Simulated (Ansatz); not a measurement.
# GaHOF (doublet): wave-function methods side by side, cc-pVDZ

The task here is to estimate one member of a computed series from the others.

Method: cc-pVDZ, core rule «outside noble gas», up to 16 orbitals frozen; program: Ansatz 0.2.0, Gaussian basis.

The runs, in order: UHF; CCSD(T) on ROHF; CCSD(T) on UHF; BCCD(T) on ROHF; CISD; CCSDT(Q) on ROHF; CCSDT(Q) on UHF.

23 further runs of the same task are left out: 5 for a known fault of the program, 5 that didn't finish, 13 set aside as unsound or not needed.

**The system**

The geometry is a PBE0/def2-TZVP stationary point (not a proven minimum). No spin-orbit coupling is included. The filled d shell of Ga may be among the frozen orbitals whatever the setting's name suggests; the logs give the count.

4 atoms, charge 0, spin multiplicity 2.

Atoms are counted from 1 here; the program's logs count them from 0.

Bond lengths: F1–Ga2 1.760 Å, Ga2–O3 1.795 Å, O3–H4 0.961 Å. Angles: F1–Ga2–O3 114.8°, Ga2–O3–H4 113.8°.

The first run:

File in.yaml:

```yaml
crystal:
  periodic: [false, false, false]
  atoms:
    - {symbol: F, position_ang: [0.000000, -0.613878, 1.472476]}
    - {symbol: Ga, position_ang: [0.000000, 0.320760, -0.018355]}
    - {symbol: O, position_ang: [0.000000, -0.660347, -1.521903]}
    - {symbol: H, position_ang: [0.000000, -0.135382, -2.326935]}
basis:
  gaussian: {orbitals: cc-pVDZ}
magnetization: {spin_polarized: true, initial_magnetization: 1}
hamiltonian: {xc: hf}
output: {orbitals: {seedname: orbitals}}
```

Launch:

```sh
$ ansatz run in.yaml --threads 1 --pin off --events-out ev --progress --plain --max-ram 2393MiB
```

Steps of the session up to this table: UHF; CCSD(T) on ROHF; CCSD(T) on UHF; BCCD(T) on ROHF; CISD; CCSDT(Q) on ROHF; CCSDT(Q) on UHF.

One of the session's tables, all rows but one given; the rest of the session is left out.

It belongs to the step «Misses and costs». 

```
   method  from UCCSDT(Q) (kJ/mol)
     ROHF                  +1178.8
      UHF                  +1173.6
     RMP2                    +48.3
     UMP2                    +47.3
    RCCSD                    +30.5
    UCCSD                    +29.7
 RCCSD(T)                     +6.1
 UCCSD(T)                     +5.5
  BCCD(T)                     +5.6
   RCCSDT                     +4.3
   UCCSDT                        ?
RCCSDT(Q)                     +1.2
UCCSDT(Q)                        0
```

**Question.** Estimate the row for UCCSDT.

The run gave: from UCCSDT(Q) (kJ/mol): +3.7. In the column «from UCCSDT(Q) (kJ/mol)» it lies between RCCSDT(Q) (+1.2) and RCCSDT (+4.3).

Not comparable, so not listed: CISD (they don't share determinant, frozen orbitals or solution with the rows shown, or repeat one).

To keep in mind: Restricted and unrestricted rows rest on different reference determinants; where their highest levels disagree by more than a few hundredths of an eV, they describe different states and don't form one ladder.
